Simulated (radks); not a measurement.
**Nuclear size and the levels of Ge**

Aim: how the total energy, the levels and the density at the nucleus of Ge respond when the nuclear radius is scaled.

The numbers are computed with radks (a radial shooting solver on a logarithmic mesh, Libxc functionals) version 1 (Dirac Kohn-Sham, LDA (Slater exchange, Perdew-Wang correlation), spin-unpolarised, spherical densities, finite nucleus; open shells are shared between the two j in proportion to 2j + 1), except any that are marked as measured or tabulated.

### 1 The atom as given

| Item | Value |
| --- | --- |
| element | germanium (Z = 32) |
| charge | 0 |
| electrons | 32 |
| configuration | [Ar] 3d10 4s2 4p2 |
| nuclear rms radius | 4.0742 fm |

The outer shells:

Ge
```
[Ar] core
3d [↑↓][↑↓][↑↓][↑↓][↑↓]
4s [↑↓]
4p [↑ ][↑ ][  ]
```

### 2 rms radius 4.0742 fm

Settings of this run:

```text
Z 32
configuration [Ar] 3d10 4s2 4p2 5s0 4d0
relativity Dirac
functional lda,pw
spin unpolarised
j_filling average
nucleus finite rms 4.0742 fm
c 137.035999084
```

### 3 rms radius 3.6464 fm

Changes since step 2:

```diff
@@ -6,3 +6,3 @@
 j_filling average
-nucleus finite rms 4.0742 fm
+nucleus finite rms 3.6464 fm
 c 137.035999084
```

### 4 rms radius 3.8094 fm

Changes since step 3:

```diff
@@ -6,3 +6,3 @@
 j_filling average
-nucleus finite rms 3.6464 fm
+nucleus finite rms 3.8094 fm
 c 137.035999084
```

### 5 rms radius 4.2005 fm

Changes since step 4:

```diff
@@ -6,3 +6,3 @@
 j_filling average
-nucleus finite rms 3.8094 fm
+nucleus finite rms 4.2005 fm
 c 137.035999084
```

### 6 rms radius 4.5264 fm

Changes since step 5:

```diff
@@ -6,3 +6,3 @@
 j_filling average
-nucleus finite rms 4.2005 fm
+nucleus finite rms 4.5264 fm
 c 137.035999084
```

What does the calculation give? Wanted: for each run, rms radius; total energy shift; density at nucleus; 1s1/2 shift; 2s1/2 shift; 2p1/2 shift; 3s1/2 shift.

As calculated:

```csv
rms radius (fm),total energy shift (eV),density at nucleus (e/bohr³),1s1/2 shift (meV),2s1/2 shift (meV),2p1/2 shift (meV),3s1/2 shift (meV)
3.6464,-0.0672,3.178e+04,-28.6,-2.78,0.226,-0.416
3.8094,-0.0424,3.17e+04,-18.0,-1.76,0.143,-0.263
4.0742,0,3.156e+04,0,0,0,0
4.2005,0.0212,3.15e+04,9.01,0.877,-0.0712,0.131
4.5264,0.0786,3.135e+04,33.4,3.26,-0.264,0.486
```

What this shows: Shifts are against the first run. Over the range the 1s1/2 level moves by 0.0620 eV and the 3s1/2 level by 0.902 meV. A larger nucleus binds the 1s electrons less and lowers the density at its centre. These are shifts of eigenvalues, not the field shifts of spectral lines.
